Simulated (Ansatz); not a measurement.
**CH3FZn: small, medium and large basis sets**

One table from this session's results is given with a row withheld; the runs are named, their logs left out.

Computed with Ansatz 0.2.0, Gaussian basis. Level: one geometry, several basis sets.

The runs, in order: PBE0-D4/def2-SVP; ωB97M-V/def2-SVP; PBE0-D4/def2-QZVPP; ωB97M-V/def2-QZVPP; the functionals' def2-TZVPP values are taken from earlier runs.

### The geometry

An earlier PBE0-D4 in a triple-zeta def2 set relaxation fixed the geometry.

6 atoms, charge 0, spin multiplicity 1.

Atoms are counted from 1 here; the program's logs count them from 0.

Bond lengths: C1–Zn2 1.913 Å, C1–H4 1.091 Å, C1–H5 1.091 Å, C1–H6 1.091 Å, Zn2–F3 1.755 Å. Angles: Zn2–C1–H4 110.3°, Zn2–C1–H5 110.3°, Zn2–C1–H6 110.3°, H4–C1–H5 108.6°, H4–C1–H6 108.6°, H5–C1–H6 108.6°, C1–Zn2–F3 180.0°.

The first run:

in.yaml

```yaml
crystal:
  periodic: [false, false, false]
  atoms:
    - {symbol: C, position_ang: [0.465662, -0.419566, 0.405726]}
    - {symbol: Zn, position_ang: [-0.719123, 0.636673, -0.662249]}
    - {symbol: F, position_ang: [-1.805796, 1.605437, -1.641780]}
    - {symbol: H, position_ang: [0.041561, -1.410734, 0.575066]}
    - {symbol: H, position_ang: [1.428114, -0.533812, -0.095858]}
    - {symbol: H, position_ang: [0.631682, 0.057901, 1.372894]}
basis:
  gaussian: {orbitals: def2-SVP}
hamiltonian: {xc: pbe0, dispersion: d4}
output: {orbitals: {seedname: orbitals}}
```

Run with:

```bash
$ ansatz run in.yaml --threads 4 --pin off --events-out ev --progress --plain --max-ram 10444MiB
```

Steps of the session up to this table: PBE0-D4 in def2-SVP; ωB97M-V in def2-SVP; PBE0-D4 in def2-QZVPP; ωB97M-V in def2-QZVPP.

One table of the session follows, with a row left open; its other results are not shown here.

It belongs to the step «Density functionals: the series». 

| functional | basis | HOMO (eV) |
| --- | --- | --- |
| PBE0-D4 | def2-SVP | ? |
| PBE0-D4 | def2-TZVPP | -8.78 |
| PBE0-D4 | def2-QZVPP | -8.76 |
| ωB97M-V | def2-SVP | -10.78 |
| ωB97M-V | def2-TZVPP | -11.04 |
| ωB97M-V | def2-QZVPP | -11.02 |

Estimate the missing values for PBE0-D4, def2-SVP.

As computed: HOMO (eV): -8.56. In the column «HOMO (eV)» it is the highest.
